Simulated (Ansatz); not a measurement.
# HfBrF₃: how energies converge with the basis set

The task here is to estimate one member of a computed series from the others.

Method: one geometry, several basis sets; program: Ansatz 0.2.0, Gaussian basis.

Plan: PBE0-D4/def2-SVP; ωB97M-V/def2-SVP; PBE0-D4/def2-QZVPP; ωB97M-V/def2-QZVPP; the functionals' def2-TZVPP values are taken from earlier runs.

## The geometry

The geometry comes from an earlier relaxation with PBE0-D4 in a triple-zeta def2 set; it is a stationary point. Hf takes the def2 core potential; no spin-orbit term is included.

SMILES `[F][Hf]([F])([F])[Br]`, 5 atoms, charge 0, spin multiplicity 1.

Atoms are counted from 1 here; the program's logs count them from 0.

Bond lengths: F1–Hf2 1.890 Å, Hf2–F3 1.890 Å, Hf2–F4 1.890 Å, Hf2–Br5 2.496 Å. Angles: F1–Hf2–F3 108.7°, F1–Hf2–F4 108.7°, F1–Hf2–Br5 110.3°, F3–Hf2–F4 108.7°, F3–Hf2–Br5 110.3°, F4–Hf2–Br5 110.3°.

The first run:

File in.yaml:

```yaml
crystal:
  periodic: [false, false, false]
  atoms:
    - {symbol: F, position_ang: [-0.834203, -0.379485, 1.687525]}
    - {symbol: Hf, position_ang: [0.009675, -0.118124, 0.017156]}
    - {symbol: F, position_ang: [1.780041, -0.769819, 0.125322]}
    - {symbol: F, position_ang: [-0.921550, -1.111556, -1.293001]}
    - {symbol: Br, position_ang: [0.015838, 2.305385, -0.578501]}
basis:
  gaussian: {orbitals: def2-SVP}
hamiltonian: {xc: pbe0, dispersion: d4}
output: {orbitals: {seedname: orbitals}}
```

The run is started by

```sh
$ ansatz run in.yaml --threads 4 --pin off --events-out ev --progress --plain --max-ram 10444MiB
```

Among the steps run: PBE0-D4 in def2-SVP; ωB97M-V in def2-SVP; PBE0-D4 in def2-QZVPP; ωB97M-V in def2-QZVPP.

One of the session's tables, all rows but one given; the rest of the session is left out.

It belongs to the step «Density functionals: the series». 

```
functional       basis  HOMO (eV)
   PBE0-D4    def2-SVP          ?
   PBE0-D4  def2-TZVPP      -9.29
   PBE0-D4  def2-QZVPP      -9.29
   ωB97M-V    def2-SVP     -11.42
   ωB97M-V  def2-TZVPP     -11.48
   ωB97M-V  def2-QZVPP     -11.49
```

**Question.** Estimate the row for PBE0-D4, def2-SVP.

As computed: HOMO (eV): -9.24. In the column «HOMO (eV)» it is the highest.
